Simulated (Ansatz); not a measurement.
# SiW3: the cost of one run

Computed with Ansatz 0.2.0 (DFT PBE, scalar-relativistic, plane waves, PAW, unless a step's input says otherwise).

### Step 1. The starting structure

The structure is cubic, space group Im-3m (No. 229). The conventional cell has a = 5.212 Å, b = 5.212 Å, c = 5.212 Å, α = 90.00°, β = 90.00°, γ = 90.00°. Si (site symmetry m-3m) is surrounded by 6 W at 2.61 Å. W (site symmetry 4/mmm) is surrounded by 2 Si at 2.61 Å and 4 W at 2.61 Å.

As a file:

```xyz
4
Lattice="-2.6062 2.6062 2.6062 2.6062 -2.6062 2.6062 2.6062 2.6062 -2.6062" Properties=species:S:1:pos:R:3 pbc="T T T"
Si    0.0000    0.0000    0.0000
W     0.0000    0.0000    2.6062
W     0.0000    2.6062    0.0000
W     2.6062    0.0000    0.0000
```

Source of the structure: the Materials Project (structure only).

(A quick probe on a coarse mesh, which set the mesh and smearing, is not shown.)

### Step 3. The relaxation

The input, input.yaml:

```yaml
crystal:
  lattice:
    - [-2.606175, 2.606175, 2.606175]
    - [2.606175, -2.606175, 2.606175]
    - [2.606175, 2.606175, -2.606175]
  atoms:
    - { symbol: Si, position: [0.0, 0.0, 0.0] }
    - { symbol: W, position: [0.5, 0.5, 0.0] }
    - { symbol: W, position: [0.5, 0.0, 0.5] }
    - { symbol: W, position: [0.0, 0.5, 0.5] }
basis:
  ecutwfc: 420
kpoints:
  mp_grid: { grid: [12, 12, 12] }
hamiltonian:
  xc: pbe
scf:
  occupations: { method: gaussian, width: 0.1 }
output:
  forces: true
  stress: true
  eigenvalues: true
  write_density: true
  write_potential: true
  elf: true
  volumetric_format: npy
relax:
  adjacent_minimum: "off"
  f_tol: 0.005
  max_steps: 80
  cell: { stress_tol: 0.05 }
```

The run is started by

```
> ansatz run input.yaml --threads 2 --pin off --max-ram 5120MiB --backend cpu --events-out ev --progress --plain --runs-dir out
```

Q: Estimate wall time and peak memory on 2 threads of Oxide Virtual Turin-like (Zen 5), shared host.

About 16 s, with a peak of 0.48 GiB.
